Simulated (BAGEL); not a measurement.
# HF/3-21G (density fitting with qzvpp-jkfit) run of CH6Ge (GeMeH3)

What is the energy change on altering one bond length of CH6Ge (GeMeH3) at HF/3-21G (density fitting with qzvpp-jkfit)? 

Program for the calculation: BAGEL 1.2.2.

5 further runs of the same task are left out: 4 that didn't finish, 1 set aside as unsound or not needed.

### 1 The structure to begin with

CH6Ge: 8 atoms, total charge 0, spin state singlet. As SMILES, `[H][Ge]([H])([H])[CH3]`. The shape comes from GFN2-xTB, which is rough for such elements, and wasn't checked as a minimum.

Bond lengths: Ge1–C2 1.959 Å, C2–H3 1.087 Å, C2–H4 1.087 Å, C2–H5 1.087 Å, Ge1–H6 1.494 Å, Ge1–H7 1.494 Å, Ge1–H8 1.494 Å. Some angles: Ge1–C2–H3 110.7°, Ge1–C2–H4 110.8°, Ge1–C2–H5 110.7°, C2–Ge1–H6 111.5°, C2–Ge1–H7 111.4°, C2–Ge1–H8 111.5°, H3–C2–H4 108.1°, H3–C2–H5 108.2°, H4–C2–H5 108.2°, H6–Ge1–H7 107.4°.

### 2 A single-point energy at HF/3-21G (density fitting with qzvpp-jkfit)

Input file hf.json:

```json
{ "bagel" : [

{
  "title" : "molecule",
  "basis" : "3-21g",
  "df_basis" : "qzvpp-jkfit",
  "angstrom" : "true",
  "geometry" : [
    { "atom" : "Ge", "xyz" : [   -0.001790,    0.003060,   -0.918760 ] },
    { "atom" : "C", "xyz" : [    0.002110,   -0.003460,    1.039910 ] },
    { "atom" : "H", "xyz" : [   -1.012610,    0.042810,    1.427220 ] },
    { "atom" : "H", "xyz" : [    0.551360,    0.851350,    1.426950 ] },
    { "atom" : "H", "xyz" : [    0.469820,   -0.908130,    1.420480 ] },
    { "atom" : "H", "xyz" : [    1.387410,   -0.023360,   -1.468660 ] },
    { "atom" : "H", "xyz" : [   -0.674200,    1.223080,   -1.459350 ] },
    { "atom" : "H", "xyz" : [   -0.722100,   -1.185340,   -1.467790 ] }
  ]
},
{
  "title" : "hf"
},
{
  "title" : "print",
  "file" : "orbitals.molden",
  "orbitals" : "true"
}

]}
```

On the command line:

```sh
BAGEL_NUM_THREADS=1 BAGEL hf.json > hf.out
```

Standard output:

```text
* using 1 threads per process

  ===============================================================
  ===============================================================

  *** Geometry ***

  { "atom" : "Ge", "xyz" : [     -0.003383,      0.005783,     -1.736205 ] },
  { "atom" : "C", "xyz" : [      0.003987,     -0.006538,      1.965145 ] },
  { "atom" : "H", "xyz" : [     -1.913556,      0.080899,      2.697055 ] },
  { "atom" : "H", "xyz" : [      1.041919,      1.608818,      2.696545 ] },
  { "atom" : "H", "xyz" : [      0.887831,     -1.716117,      2.684318 ] },
  { "atom" : "H", "xyz" : [      2.621825,     -0.044144,     -2.775365 ] },
  { "atom" : "H", "xyz" : [     -1.274053,      2.311286,     -2.757772 ] },
  { "atom" : "H", "xyz" : [     -1.364571,     -2.239968,     -2.773721 ] },

  Number of auxiliary basis functions:      449

  Since a DF basis is specified, we compute 2- and 3-index integrals:
    o Being stored without compression. Storage requirement is 0.007 GB

  Number of basis functions:       43
  Number of electrons      :       44

    * METHOD: MOLECULE                             0.12

  *** RHF ***

  === Nuclear Repulsion ===
   120.8322872398

      * DIIS with orbital gradients will be used.

  === RHF iteration (3-21g) ===
      0      -2106.41936825          0.01566733           0.03
      1      -2106.45466081          0.00507893           0.02
      2      -2106.45901748          0.00128474           0.02
      3      -2106.45931620          0.00005497           0.02
      4      -2106.45931820          0.00001254           0.02
      5      -2106.45931828          0.00000311           0.02
      6      -2106.45931828          0.00000068           0.02
      7      -2106.45931829          0.00000007           0.02
      8      -2106.45931829          0.00000002           0.02
      9      -2106.45931829          0.00000001           0.02
    * SCF iteration converged.

    * Permanent dipole moment:
           (   -0.000582,     0.000767,    -0.252788) a.u.

    * METHOD: HF                                   0.33

    * METHOD: PRINT                                0.00

  ===============================================================
```

It took 0.62 s on 1 thread of Arm Neoverse V2, shared host; peak memory 0.082 GiB.

### 3 The distorted shape

Input file job.json:

```json
{ "bagel": [

{
  "title": "molecule",
  "basis": "3-21g",
  "df_basis": "qzvpp-jkfit",
  "angstrom": "true",
  "geometry": [
    { "atom": "Ge", "xyz": [       0.805112,      -1.460982,      -0.270044 ] },
    { "atom": "C", "xyz": [       0.809012,      -1.467502,       1.688626 ] },
    { "atom": "H", "xyz": [      -0.205708,      -1.421232,       2.075936 ] },
    { "atom": "H", "xyz": [       1.358262,      -0.612692,       2.075666 ] },
    { "atom": "H", "xyz": [       1.276722,      -2.372172,       2.069196 ] },
    { "atom": "H", "xyz": [       2.194312,      -1.487402,      -0.819944 ] },
    { "atom": "H", "xyz": [      -0.674200,       1.223080,      -1.459350 ] },
    { "atom": "H", "xyz": [       0.084802,      -2.649382,      -0.819074 ] }
  ]
},

{
  "title": "hf"
},

{
  "title": "print",
  "file": "orbitals.molden",
  "orbitals": "true"
}

]}
```

On the command line:

```sh
BAGEL_NUM_THREADS=1 BAGEL job.json > job.out
```

Standard output:

```text
* using 1 threads per process

  ===============================================================
  ===============================================================

  *** Geometry ***

  { "atom" : "Ge", "xyz" : [      1.521441,     -2.760856,     -0.510309 ] },
  { "atom" : "C", "xyz" : [      1.528811,     -2.773177,      3.191041 ] },
  { "atom" : "H", "xyz" : [     -0.388732,     -2.685739,      3.922950 ] },
  { "atom" : "H", "xyz" : [      2.566743,     -1.157820,      3.922440 ] },
  { "atom" : "H", "xyz" : [      2.412655,     -4.482755,      3.910214 ] },
  { "atom" : "H", "xyz" : [      4.146649,     -2.810782,     -1.549470 ] },
  { "atom" : "H", "xyz" : [     -1.274053,      2.311286,     -2.757772 ] },
  { "atom" : "H", "xyz" : [      0.160253,     -5.006606,     -1.547826 ] },

  Number of auxiliary basis functions:      449

  Since a DF basis is specified, we compute 2- and 3-index integrals:
    o Being stored without compression. Storage requirement is 0.007 GB

  Number of basis functions:       43
  Number of electrons      :       44

    * METHOD: MOLECULE                             0.12

  *** RHF ***

  === Nuclear Repulsion ===
   113.9483927440

      * DIIS with orbital gradients will be used.

  === RHF iteration (3-21g) ===
      0      -2106.19777657          0.01668250           0.02
      1      -2106.26585861          0.00653193           0.02
      2      -2106.27826299          0.00117235           0.02
      3      -2106.27882351          0.00024160           0.02
      4      -2106.27884501          0.00008352           0.02
      5      -2106.27884747          0.00001344           0.02
      6      -2106.27884757          0.00000372           0.02
      7      -2106.27884758          0.00000051           0.02
      8      -2106.27884758          0.00000012           0.02
      9      -2106.27884758          0.00000005           0.02
     10      -2106.27884758          0.00000001           0.02
     11      -2106.27884758          0.00000000           0.02
    * SCF iteration converged.

    * Permanent dipole moment:
           (   -0.561662,     1.020656,    -0.807802) a.u.

    * METHOD: HF                                   0.37

    * METHOD: PRINT                                0.00

  ===============================================================
```

Wall time 0.66 s (1 thread of Arm Neoverse V2, shared host); peak memory 0.082 GiB.

### 4 Results

At HF/3-21G (density fitting with qzvpp-jkfit):

| quantity | value |
| --- | --- |
| first shape: total energy | -2106.45932 Eh |
| first shape: dipole moment | 0.64 D |
| first shape: HOMO energy | -11.93 eV |
| first shape: LUMO energy | 4.76 eV |
| first shape: HOMO–LUMO gap | 16.69 eV |
| distorted shape: total energy | -2106.27885 Eh |
| distorted shape: dipole moment | 3.60 D |
| distorted shape: HOMO energy | -7.48 eV |
| distorted shape: LUMO energy | -0.24 eV |
| distorted shape: HOMO–LUMO gap | 7.24 eV |
| energy change with the Ge1–H7 bond stretched from 1.494 to 3.287 Å | 4.911 eV |

One bond (distorted shape) is far stretched, which a spin-restricted single reference describes badly; a broken-symmetry solution may lie lower. With the Ge1–H7 bond stretched from 1.494 to 3.287 Å the energy rises by 4.91 eV (113 kcal/mol). The first shape isn't relaxed at this level, so the change isn't measured from a minimum. A restricted reference can't describe the breaking bond well at this length.
